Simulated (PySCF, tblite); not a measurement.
**C5H12AlNO: geometry, infrared bands and NMR shifts**

Aim: predict the infrared bands and NMR shifts of C5H12AlNO (`C[O][AlH][N](C)C1CC1`).

The runs use tblite 0.8.0 and PySCF 2.14.0, with density-fitted response routines of our own; the level of theory stands in each step. All values are computed, except where a source is named. Atoms are numbered from 0 throughout.

## Step 1: The molecule as given

20 atoms, charge 0, multiplicity 1; geometry from: force field or distance geometry start.

Bonds of the start (Å): C0–O1 1.42, O1–Al2 1.85, Al2–N3 1.94, N3–C4 1.47, N3–C5 1.48, C5–C6 1.52, C6–C7 1.52, C7–C5 1.51, C0–H8 1.11, C0–H9 1.10, C0–H10 1.12, Al2–H11 1.59, C4–H12 1.12, C4–H13 1.11, C4–H14 1.12, C5–H15 1.13, C6–H16 1.10, C6–H17 1.12, C7–H18 1.11, C7–H19 1.11.

## Step 2: Geometry optimisation with GFN2-xTB

Job settings and geometry (Å):

```
{"job": {"kind": "relax", "xc": "GFN2-xTB", "basis": "xTB"}, "charge": 0, "multiplicity": 1}
C      2.531100    -1.170000    -1.170700
O      1.773300    -0.291700    -1.991000
Al     1.113600     1.087500    -0.948100
N     -0.655600     0.953900    -0.171600
C     -0.944900     2.148500     0.630500
C     -0.692000    -0.227500     0.712400
C     -1.075600    -1.508600    -0.004000
C     -2.075300    -0.802800     0.898100
H      3.403300    -0.651800    -0.718300
H      2.908700    -1.991400    -1.798300
H      1.885700    -1.629100    -0.381500
H      1.973300     2.404300    -0.716500
H     -1.966300     2.083700     1.075000
H     -0.200500     2.287200     1.442000
H     -0.935200     3.055300    -0.031700
H      0.008000    -0.298900     1.591400
H     -1.281000    -1.405500    -1.084100
H     -0.638700    -2.435700     0.443000
H     -2.894500    -0.288600     0.344200
H     -2.242300    -1.308100     1.876200
```

Command:

```console
OMP_NUM_THREADS=1 python probes_run.py task.json out
```

This one command runs all jobs of the session in turn.

**Question.** This job is followed by: GFN2-xTB harmonic vibrations, gas phase; GIAO PBE0/pcSseg-1 NMR shielding, non-relativistic, gas phase. Predict these results of the whole session: strongest single infrared mode (GFN2-xTB); zero-point energy (GFN2-xTB); 13C shifts against TMS (PBE0/pcSseg-1, means over atoms taken as alike); 1H shifts against TMS (PBE0/pcSseg-1, means over atoms taken as alike); 17O shifts against H2O (PBE0/pcSseg-1); 27Al shifts against AlH4- (PBE0/pcSseg-1); 15N shifts against NH3 (PBE0/pcSseg-1).

**Answer**, as computed:

```
                                                               quantity                                   value
                              strongest single infrared mode (GFN2-xTB)                   1216 cm⁻¹, 250 km/mol
                                           zero-point energy (GFN2-xTB)                          101.0 kcal/mol
13C shifts against TMS (PBE0/pcSseg-1, means over atoms taken as alike)              56.1, 37.5, 36.4, 10.0 ppm
 1H shifts against TMS (PBE0/pcSseg-1, means over atoms taken as alike)  4.24, 3.63, 2.72, 2.16, 0.59, 0.17 ppm
                                 17O shifts against H2O (PBE0/pcSseg-1)                                28.0 ppm
                              27Al shifts against AlH4- (PBE0/pcSseg-1)                                42.6 ppm
                                 15N shifts against NH3 (PBE0/pcSseg-1)                                82.7 ppm
```

**Reading.** Relaxing lowered the energy by 1.720 eV in 125 steps; the close pair that moved most is O1–Al2, from 1.851 to 1.646 Å. No mode is imaginary among the 54: a minimum at this level. The strongest single mode, at 1216 cm⁻¹, moves mainly O1 and C0. GFN2-xTB is a fitted tight-binding method: band positions and strengths are rough. Its intensities can rank the bands wrongly. The most deshielded carbon is C0 (methyl carbon bonded to O), at 56.1 ppm: deshielded by the electronegative neighbour. H8, H9, H10 (mean) (hydrogen on a methyl carbon bonded to O) lies farthest downfield among hydrogen, at 4.24 ppm; its carbon carries O, hence the downfield position. At PBE0/pcSseg-1: Shielding is most anisotropic at N3 (span 157 ppm, paramagnetic term -142 ppm).
